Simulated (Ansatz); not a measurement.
# Pd: the cost of one run

Program: Ansatz 0.2.0. Level of theory: DFT PBEsol, scalar-relativistic, plane waves, PAW. These are calculated values, not measurements.

### 1 Starting point

Symmetry: F-43m, No. 216, cubic system. Conventional cell: a = 5.658 Å, b = 5.658 Å, c = 5.658 Å, α = 90.00°, β = 90.00°, γ = 90.00°. Ga (site symmetry -43m) is surrounded by 4 As at 2.45 Å. Around As (site symmetry -43m) lie 4 Ga at 2.45 Å.

Coordinates:

```xyz
2
Lattice="0.0000 2.8290 2.8290 2.8290 0.0000 2.8290 2.8290 2.8290 0.0000" Properties=species:S:1:pos:R:3 pbc="T T T"
Ga    0.0000    0.0000    0.0000
As    4.2435    4.2435    4.2435
```

It goes back to an entry of the Materials Project.

It is the result of an earlier relaxation at this level (volume 22.64 Å³/atom; gap on the mesh: 0.43 eV).

### 2 The film's bulk: Pd

Symmetry: Fm-3m, No. 225, cubic system. Conventional cell: a = 3.917 Å, b = 3.917 Å, c = 3.917 Å, α = 90.00°, β = 90.00°, γ = 90.00°. Pd (site symmetry m-3m) has 12 Pd at 2.77 Å as nearest neighbours.

### 3 Quick check of gap, pressure and forces (Pd)

input.yaml

```yaml
crystal:
  lattice:
    - [0.0, 1.95865079, 1.95865079]
    - [1.95865079, 0.0, 1.95865079]
    - [1.95865079, 1.95865079, 0.0]
  atoms:
    - { symbol: Pd, position: [0.0, 0.0, 0.0] }
basis:
  ecutwfc: 420
kpoints:
  mp_grid: { grid: [8, 8, 8] }
hamiltonian:
  xc: pbesol
scf:
  occupations: { method: gaussian, width: 0.1 }
output:
  forces: true
  stress: true
  eigenvalues: true
```

Started as:

```bash
$ ansatz run input.yaml --threads 4 --pin off --max-ram 8192MiB --backend cpu --events-out ev --progress --plain --runs-dir out
```

What time and memory should one allow on 4 threads of Intel Xeon at 2.50GHz (Skylake/Cascade Lake), shared host?

About 1.1 s, with a peak of 0.28 GiB.
